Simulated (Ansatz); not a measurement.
**C2H7ClO2Si2: a ladder of functionals and wavefunction methods**

How much do the methods differ for C2H7ClO2Si2? The plan is to run it at one geometry with functionals of several rungs and with coupled cluster. The yardstick is the atomisation energy at the CCSD(T) limit.

Computed with Ansatz 0.2.0, Gaussian basis. Level: functionals in def2-TZVPP, the program's frozen cores in correlated methods.

Levels to be run: PBE-D4, r2SCAN-D4, PBE0-D4, B3LYP-D4, ωB97X-V, ωB97M-V, B2PLYP; CCSD(T)/def2-TZVPP; MP2/def2-QZVPP; extrapolation to the limit.

## Step 1: The relaxed structure

The geometry comes from an earlier relaxation with PBE0-D4 in a triple-zeta def2 set; it is a stationary point, not always the lowest conformer.

SMILES `O[SiH](O)/C=C\[SiH2]Cl`, 14 atoms, charge 0, spin multiplicity 1.

Atoms are counted from 1 here; the program's logs count them from 0.

Bond lengths: O1–Si2 1.641 Å, O1–H8 0.961 Å, Si2–O3 1.636 Å, Si2–C4 1.859 Å, Si2–H9 1.489 Å, O3–H10 0.958 Å, C4–C5 1.337 Å, C4–H11 1.092 Å, C5–Si6 1.863 Å, C5–H12 1.092 Å, Si6–Cl7 2.079 Å, Si6–H13 1.478 Å, Si6–H14 1.482 Å. Angles: Si2–O1–H8 117.1°, O1–Si2–O3 109.2°, O1–Si2–C4 112.1°, O1–Si2–H9 109.1°, O3–Si2–C4 104.6°, O3–Si2–H9 111.3°, C4–Si2–H9 110.6°, Si2–O3–H10 117.8°, Si2–C4–C5 127.0°, Si2–C4–H11 115.8°, C5–C4–H11 117.3°, C4–C5–Si6 128.9°, C4–C5–H12 117.7°, Si6–C5–H12 113.4°, C5–Si6–Cl7 111.4°, C5–Si6–H13 114.5°, C5–Si6–H14 107.9°, Cl7–Si6–H13 107.2° and more.

## Step 2: PBE-D4 (GGA)

File in.yaml:

```yaml
crystal:
  periodic: [false, false, false]
  atoms:
    - {symbol: O, position_ang: [-0.865062, 1.405758, -0.669108]}
    - {symbol: Si, position_ang: [0.684602, 1.352416, -0.132801]}
    - {symbol: O, position_ang: [0.908159, 2.525520, 0.984952]}
    - {symbol: C, position_ang: [1.057661, -0.229459, 0.768843]}
    - {symbol: C, position_ang: [0.350090, -1.363612, 0.729105]}
    - {symbol: Si, position_ang: [-1.223210, -1.729412, -0.200007]}
    - {symbol: Cl, position_ang: [-0.987391, -1.424686, -2.242844]}
    - {symbol: H, position_ang: [-1.038777, 1.047814, -1.543516]}
    - {symbol: H, position_ang: [1.606617, 1.525311, -1.289429]}
    - {symbol: H, position_ang: [0.733252, 3.430768, 0.724047]}
    - {symbol: H, position_ang: [1.961671, -0.224892, 1.381104]}
    - {symbol: H, position_ang: [0.718062, -2.212845, 1.308869]}
    - {symbol: H, position_ang: [-2.388962, -0.928306, 0.228777]}
    - {symbol: H, position_ang: [-1.516691, -3.174405, -0.048002]}
basis:
  gaussian: {orbitals: def2-TZVPP}
hamiltonian: {xc: pbe, dispersion: d4}
output: {forces: true, orbitals: {seedname: orbitals}}
```

Started as:

```bash
ansatz run in.yaml --threads 2 --pin off --events-out ev --progress --plain --max-ram 22528MiB --backend cuda --devices 0, --max-vram 18GiB
```

Further steps of the session: r2SCAN-D4 (meta-GGA); PBE0-D4 (hybrid); B3LYP-D4 (hybrid); ωB97X-V (range-separated); ωB97M-V (range-separated); B2PLYP (double hybrid); CCSD(T) in def2-TZVPP; MP2 in def2-QZVPP.

**Question.** What will the summary of the whole plan be? Wanted: atomisation energy, CCSD(T)/CBS; farthest; mean size of error, hybrid; mean size of error, range-separated; gap, smallest and largest; T1 diagnostic; triples share of the correlation energy.

The runs gave:

```
                               quantity                                 value
        atomisation energy, CCSD(T)/CBS                       1286.6 kcal/mol
functionals within 6.4 kcal/mol (0.5 %)           r2SCAN-D4, ωB97X-V, ωB97M-V
                               farthest               B2PLYP (-21.5 kcal/mol)
             mean size of error, hybrid                          9.5 kcal/mol
    mean size of error, range-separated                          0.6 kcal/mol
              gap, smallest and largest  4.34 eV (PBE-D4), 11.16 eV (ωB97X-V)
                          T1 diagnostic                                0.0114
triples share of the correlation energy                                 3.9 %
```

**Reading.** PBE-D4 is off by +11.6 kcal/mol. Double hybrids carry the basis error of their MP2 part in triple zeta, and no dispersion term here, so their miss is partly the set-up's. Misses under about 6.4 kcal/mol are within the doubt on the reference itself, which lacks core-valence correlation, relativity and higher excitations. Hartree-Fock recovers 73 % of the binding; the rest is correlation. Orbital gaps span 4.3 to 11.2 eV; exact exchange widens them. The restricted reference is unstable towards a spin-broken one.
